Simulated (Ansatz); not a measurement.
**SnH₃S+ (SMILES [SH][SnH2+]): single points off equilibrium**

An exercise on one series of results from a longer session: the logs are not shown, and one member is left open.

Computed with Ansatz 0.2.0, Gaussian basis. Level: single points in def2-TZVPP.

Correlated methods freeze the cores. Filled d shells of the heavier atoms are correlated. Core potentials replace the inner electrons past krypton, and spin-orbit coupling is left out.

2 further runs of the same task are left out: 2 that didn't finish.

## Where the work starts

5 atoms, charge 1, spin multiplicity 1.

Atoms are counted from 1 here; the program's logs count them from 0.

Bond lengths: S1–Sn2 2.451 Å, S1–H3 1.409 Å, Sn2–H4 1.699 Å, Sn2–H5 1.723 Å. Angles: Sn2–S1–H3 97.0°, S1–Sn2–H4 109.0°, S1–Sn2–H5 118.5°, H4–Sn2–H5 132.2°.

Geometry (Å):

```
S     0.9666   -1.4197    0.7823
Sn   -0.0269    0.4781   -0.4083
H    -0.1466   -1.7141    1.5941
H    -0.7197   -0.0790   -1.8559
H     0.1972    2.0604    0.2344
```

Set-up of the first run:

run/in.yaml reads:

```yaml
crystal:
  periodic: [false, false, false]
  atoms:
    - {symbol: S, position_ang: [0.966616, -1.419688, 0.782261]}
    - {symbol: Sn, position_ang: [-0.026933, 0.478071, -0.408250]}
    - {symbol: H, position_ang: [-0.146580, -1.714128, 1.594127]}
    - {symbol: H, position_ang: [-0.719714, -0.078970, -1.855920]}
    - {symbol: H, position_ang: [0.197246, 2.060442, 0.234370]}
basis:
  gaussian: {orbitals: def2-TZVPP}
total_charge: 1
hamiltonian: {xc: pbe, dispersion: d4}
output: {forces: true}
```

Launch:

```
$ ansatz run in.yaml --threads 2 --pin off --events-out ev --progress --plain --max-ram 3481MiB
```

Steps of the session up to this table: PBE-D4/def2-TZVPP; r2SCAN-D4/def2-TZVPP; PBE0-D4/def2-TZVPP; wB97M-V/def2-TZVPP; CCSD(T)/def2-TZVPP.

One table of the session follows, with a row left open; its other results are not shown here.

| method | RMS force component (eV/Å) | angle to CCSD(T) forces (°) |
| --- | --- | --- |
| PBE-D4 | 0.512 | 15.1 |
| r2SCAN-D4 | 0.611 | 5.6 |
| PBE0-D4 | ? | ? |
| wB97M-V | 0.666 | 2.4 |
| CCSD(T) | 0.643 | reference |

Q: Estimate the row for PBE0-D4 from the others.

**Answer.** RMS force component (eV/Å): 0.637; angle to CCSD(T) forces (°): 5.6. In the column «RMS force component (eV/Å)» it lies between r2SCAN-D4 (0.611) and CCSD(T) (0.643).
